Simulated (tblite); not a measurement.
# CH5SSn (SMILES [CH3][SnH][SH]): GFN1-xTB

We compute a geometry optimisation of CH5SSn. 

The results are computed with tblite 0.8.0.

22 further runs of the same task are left out: 22 set aside as unsound or not needed.

### 1 The molecule

CH5SSn has 8 atoms, charge 0, and is taken as a doublet. As SMILES, `[CH3][SnH][SH]`. The coordinates come from a PBE0-D4/def2-TZVP relaxation. This is one conformer, not always the lowest. The run starts from this shape.

Bond lengths: C1–Sn2 2.163 Å, Sn2–S3 2.422 Å, C1–H4 1.089 Å, C1–H5 1.091 Å, C1–H6 1.090 Å, Sn2–H7 1.730 Å, S3–H8 1.343 Å. Angles: C1–Sn2–S3 107.5°, C1–Sn2–H7 110.4°, S3–Sn2–H7 102.4°, Sn2–C1–H4 109.9°, Sn2–C1–H5 107.7°, Sn2–C1–H6 109.6°, Sn2–S3–H8 93.7°, H4–C1–H5 109.9°, H4–C1–H6 109.7°, H5–C1–H6 110.0°.

### 2 A geometry optimisation at GFN1-xTB

The input, input.xyz:

```xyz
8

C     -0.719300     0.879900    -0.461600
Sn     1.192800    -0.087200    -0.164200
S      0.858400    -1.894200     1.413800
H     -1.045300     1.349700     0.465200
H     -1.435800     0.113500    -0.760900
H     -0.629800     1.633300    -1.244000
H      1.671700    -0.930300    -1.596900
H      0.199300    -1.121800     2.292800
```

The input, script.py:

```python
import json
import numpy as np
from tblite.interface import Calculator
from tblite.interface import symbols_to_numbers
from scipy.optimize import minimize

symbols = list(map(str, np.loadtxt("input.xyz", skiprows=2, usecols=0, dtype=str, ndmin=1)))
numbers = np.array(symbols_to_numbers(symbols))
positions = np.loadtxt("input.xyz", skiprows=2, usecols=(1, 2, 3), ndmin=2) / 0.5291772

tb = Calculator("GFN1-xTB", numbers, positions, charge=0, uhf=1)
tb.set("verbosity", 0)
tb.set("accuracy", 0.01)
tb.add("spin-polarization", 1.0)
last, frames, energies, grads = [None], [], [], []

def fun(x):
    tb.update(x.reshape(-1, 3))
    last[0] = tb.singlepoint(last[0])
    return float(last[0].get('energy')), last[0].get('gradient').ravel()

def show(x):
    e, g = fun(x)
    frames.append(x.reshape(-1, 3).tolist())
    energies.append(e)
    grads.append(g.reshape(-1, 3).tolist())
    print(f"{len(energies) - 1:4d} {e:16.9f} {np.abs(g).max():12.3e} {np.linalg.norm(g):12.3e}")

print("step      energy/Eh       max grad     grad norm")
show(positions.ravel())
opt = minimize(fun, positions.ravel(), jac=True, method="BFGS", callback=show, options={"gtol": 3e-05, "maxiter": 500})
print("converged:", opt.success, "-", opt.message)
fun(opt.x)
wfn = last[0]
final = opt.x.reshape(-1, 3)
print("final geometry (angstrom)")
for s, p in zip(symbols, final * 0.529177210903):
    print(f"{s:<2} {p[0]:12.6f} {p[1]:12.6f} {p[2]:12.6f}")
print(f"Energy: {wfn.get('energy') * 27.211386:.8f} eV")
eps = np.atleast_2d(wfn.get("orbital-energies")) * 27.211386
occ = np.atleast_2d(wfn.get("orbital-occupations"))
filled = occ.sum(axis=0) if eps.shape[0] == 1 else occ[0]
homo = np.nonzero(filled > 0.5)[0].max()
print(f"HOMO {eps[0, homo]:.4f} eV")
if homo + 1 < eps.shape[1]:
    print(f"LUMO {eps[0, homo + 1]:.4f} eV, gap {eps[0, homo + 1] - eps[0, homo]:.4f} eV")
mu = wfn.get("dipole") * 2.541746
print(f"Dipole moment: {np.linalg.norm(mu):.4f} D, components " + " ".join(f"{c:.4f}" for c in mu))
q = wfn.get("charges")
print("Charges:", " ".join(f"{s}{i + 1}={c:+.4f}" for i, (s, c) in enumerate(zip(symbols, q))))
out = {k: np.asarray(wfn.get(k)).tolist() for k in ("energy", "gradient", "charges", "dipole", "orbital-energies", "orbital-occupations")}
out.update(symbols=symbols, positions=(positions * 0.529177210903).tolist(), final=final.tolist(), frames=frames, step_energies=energies, grads=grads, success=bool(opt.success))
json.dump(out, open("results.json", "w"))
```

Run with:

```
$ python script.py
```

Q: Predict the results. Wanted: total energy at the end; dipole moment; HOMO energy; LUMO energy.

Answer, from the run:

Level: GFN1-xTB.

| quantity | value |
| --- | --- |
| total energy at the end | -10.97652 Eh |
| dipole moment | 2.88 D |
| HOMO energy (as the program lists it) | -10.32 eV |
| LUMO energy (as the program lists it) | -5.40 eV |

What this shows: At the final geometry: Bond lengths: C1–Sn2 2.287 Å, Sn2–S3 2.432 Å, C1–H4 1.082 Å, C1–H5 1.083 Å, C1–H6 1.082 Å, Sn2–H7 1.779 Å, S3–H8 1.316 Å. Angles: C1–Sn2–S3 105.1°, C1–Sn2–H7 100.2°, S3–Sn2–H7 93.4°, Sn2–C1–H4 110.5°, Sn2–C1–H5 105.2°, Sn2–C1–H6 108.7°, Sn2–S3–H8 97.9°, H4–C1–H5 110.9°, H4–C1–H6 110.5°, H5–C1–H6 110.9°. The optimisation took 60 steps and changed the energy by -0.181 eV.
